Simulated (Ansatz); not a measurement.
**W (W (100), 5 layers): how the settings move a single-point run**

Aim: see which settings change the result for W (W (100), 5 layers), by how much, and at what cost.

Computed with Ansatz 0.2.0 (reference: DFT, PBEsol, PAW with Ansatz's default frozen-core files, scalar-relativistic, unless a step's input says otherwise).

## (1) The system as given

Symmetry: P4/mmm, No. 123, tetragonal system. Conventional cell: a = 3.154 Å, b = 3.154 Å, c = 22.308 Å, α = 90.00°, β = 90.00°, γ = 90.00°. Around W (site symmetry 4mm) lie 9 W at 2.64 to 3.15 Å. W (site symmetry 4mm) is surrounded by 8 W at 2.64 to 2.74 Å. Around W (site symmetry 4/mmm) lie 14 W at 2.74 to 3.15 Å.

As a file:

```cif
data_structure
_symmetry_space_group_name_H-M 'P4/mmm'
_symmetry_Int_Tables_number 123
_cell_length_a 3.1538
_cell_length_b 3.1538
_cell_length_c 22.3075
_cell_angle_alpha 90.000
_cell_angle_beta 90.000
_cell_angle_gamma 90.000
_cell_volume 221.88
loop_
_atom_site_label
_atom_site_type_symbol
_atom_site_symmetry_multiplicity
_atom_site_Wyckoff_symbol
_atom_site_fract_x
_atom_site_fract_y
_atom_site_fract_z
_atom_site_occupancy
W1 W 2 g 0.00000 0.00000 0.36505 1
W2 W 2 h 0.50000 0.50000 0.42828 1
W3 W 1 b 0.00000 0.00000 0.50000 1
```

## (2) The reference run

input.yaml

```yaml
crystal:
  lattice:
    - [3.1537715175, 0.0, 0.0]
    - [0.0, 3.1537715175, 0.0]
    - [0.0, 0.0, 22.3075]
  atoms:
    - { symbol: W, position: [0.0, 0.0, 0.3650532789] }
    - { symbol: W, position: [0.5, 0.5, 0.4282835857] }
    - { symbol: W, position: [0.0, 0.0, 0.4999999992] }
    - { symbol: W, position: [0.5, 0.5, 0.5717164151] }
    - { symbol: W, position: [0.0, 0.0, 0.6349467211] }
  periodic: [true, true, false]
kpoints:
  mp_grid: { grid: [12, 12, 1] }
scf:
  occupations: { method: fermi_dirac, width: 0.08 }
hamiltonian:
  xc: pbesol
  pseudopotentials: { kind: paw }
output:
  forces: true
  stress: true
  eigenvalues: true
```

On the command line:

```bash
> ansatz run input.yaml --threads 2 --pin off --max-ram 4096MiB --backend cpu --events-out ev --progress --plain --runs-dir out
```

From the output:

```text
[...]
Basis set: ecut = 420 eV, 7007 PW (Γ), exchange–correlation on 48×48×480 points (8 copies of the dense FFT grid, shifted against one another)
[...]
k-points: 28 of 144
[...]
SCF iter   1: F=—  HF=-51277.457155 eV  |F-HF|=—  |Δ(HF+E_count)|=         —  Δρ=5.84e-3  dr2=6.39e-1  ethr=1.77e-3  ⟨swp⟩=12.3  Hψ=7485  notcnv=0
preconditioner: auto → LDOS  [metal: Δε(μ)=0.016 eV  Ē_g=4.471 eV  σ=0.080 eV  W_gap=0.05  n_scr=50 (ndim 8)  ℏωp=10.8 eV  f_vac=0.713  D(μ)=6.59/eV (n_scr^D=20)  β→1.0]
SCF iter   2: F=—  HF=-51277.423123 eV  |F-HF|=—  |Δ(HF+E_count)|=   3.40e-2  Δρ=4.30e-3  dr2=1.48e-1  ethr=9.13e-4  ⟨swp⟩=3.8  Hψ=2545  notcnv=0  defer=1
[...]
SCF iter   7: F=—  HF=-51277.409127 eV  |F-HF|=—  |Δ(HF+E_count)|=   1.00e-5  Δρ=9.70e-6  dr2=4.27e-7  ethr=5.55e-9  ⟨swp⟩=3.6  Hψ=2657  notcnv=0  defer=1
SCF iter   8: F=-51277.409128 eV  HF=-51277.409128 eV  |F-HF|=5.82e-8  |Δ(HF+E_count)|=   1.03e-6  Δρ=2.05e-6  dr2=6.42e-8  ethr=1.43e-10  ⟨swp⟩=15.3  Hψ=7569  notcnv=0
[...]
SCF converged after 8 iterations
Free energy (F): -51277.409128 eV
[...]
E sigma→0 (E₀):  -51277.342758 eV
[...]
Fermi energy:    -4.251039 eV
[...]
  P = ½ c Tr σ = -6.7962 N/m
[...]
```

Wall time 12 s (2 threads of Arm Neoverse V2, shared host); peak memory 0.71 GiB.

## (3) Changing settings: mp_grid.grid [4, 4, 1]

Changes to input.yaml since step 2:

```diff
@@ -13,3 +13,3 @@
 kpoints:
-  mp_grid: { grid: [12, 12, 1] }
+  mp_grid: { grid: [4, 4, 1] }
 scf:
```

On the command line:

```bash
> ansatz run input.yaml --threads 2 --pin off --max-ram 4096MiB --backend cpu --events-out ev --progress --plain --runs-dir out
```

Output (excerpt; [...] marks lines left out):

```text
Warning: crystal.periodic: the lattice vector that does not repeat stood 0.000° off the slab's normal, 22.308 Å along it as the deck builds it. The run solves the slab on a vector along the normal, 35.841 Å long, with every atom where it was (on the deck's vector they left 16.29 Å outside [...]
Pseudopotentials: kind: paw
Pseudopotential: W, paw, valence charge 14, recommended cutoff 420 eV (normal)
Functional definition: PBEsol
[...]
Crystal: 5 atoms, lattice volume = 356.487 Å³
Basis set: ecut = 420 eV, 7007 PW (Γ), exchange–correlation on 48×48×480 points (8 copies of the dense FFT grid, shifted against one another)
Bands: 42, of which v1, the nominal top of the filled ones, is band 35 counted from 1 (34 counted from 0)
Symmetry: 16 space group operations
Space group: P4/mmm (ITA 123), of the structure as read, at distance tolerance 7.1e-5 Å
k-points: 6 of 16
[...]
SCF iter   1: F=—  HF=-51277.738327 eV  |F-HF|=—  |Δ(HF+E_count)|=         —  Δρ=5.48e-3  dr2=5.03e-1  ethr=1.77e-3  ⟨swp⟩=13.7  Hψ=1626  notcnv=0
[...]
SCF iter   8: F=-51277.688130 eV  HF=-51277.688130 eV  |F-HF|=8.76e-8  |Δ(HF+E_count)|=   6.00e-7  Δρ=3.37e-6  dr2=6.66e-8  ethr=1.43e-10  ⟨swp⟩=15.7  Hψ=1668  notcnv=0
[...]
SCF converged after 8 iterations
Free energy (F): -51277.688130 eV
[...]
E sigma→0 (E₀):  -51277.629927 eV
Entropy (-TS):   -0.116407 eV (-23.281 meV/atom)
Fermi energy:    -4.179485 eV
[...]
--- Forces (eV/Å), atoms counted from 1 ---
  atom   1  W      0.00000000     0.00000000     0.26427261
  atom   2  W      0.00000000     0.00000000    -0.20812663
  atom   3  W     -0.00000000     0.00000000     0.00000000
  atom   4  W      0.00000000     0.00000000     0.20812663
  atom   5  W      0.00000000     0.00000000    -0.26427261
[...]
--- 2D stress c σ (N/m, compression-positive) ---
       -7.269796       0.000000       0.000000
        0.000000      -7.269796       0.000000
        0.000000       0.000000       0.000000
  P = ½ c Tr σ = -7.2698 N/m
--- Band table (eV; the first three rows and the last of 6) ---
[...]
```

Wall time 3 s (2 threads of Arm Neoverse V2, shared host); peak memory 0.56 GiB.

Changing the k-point mesh moves the energy by -55.8 meV/atom, and the largest force goes from 0.01 to 0.26 eV/Å. The energy is not variational in the mesh, so the sign tells nothing. Cost: 3 s against 12 s. These settings are too coarse to quote as the system's properties.

## (4) All runs together

| run | ending | energy change | gap (eV) | force (eV/Å) | cycles | time |
| --- | --- | --- | --- | --- | --- | --- |
| reference | converged | 0 | 0.00 | 0.01 | 8 | 12 s |
| 1: mp_grid.grid [4, 4, 1] | converged | -55.8 meV/atom | 0.00 | 0.26 | 8 | 3 s |

Residual by cycle in the longest SCF loop of each run; runs are numbered as in the table. The quantity is the density residual dr2, in eV.

```csv
cycle,reference,run 1
1,0.639,0.503
2,0.148,0.138
3,0.0211,0.0142
4,0.00101,0.0012
5,5.1e-5,6.5e-5
6,3.9e-6,8.6e-6
7,4.3e-7,7.9e-7
8,6.4e-8,6.7e-8
```

Changing the k-point mesh moves the energy by -55.8 meV/atom, and the largest force goes from 0.01 to 0.26 eV/Å. Sampling errors of the energy have no fixed sign. Cost: 3 s against 12 s.
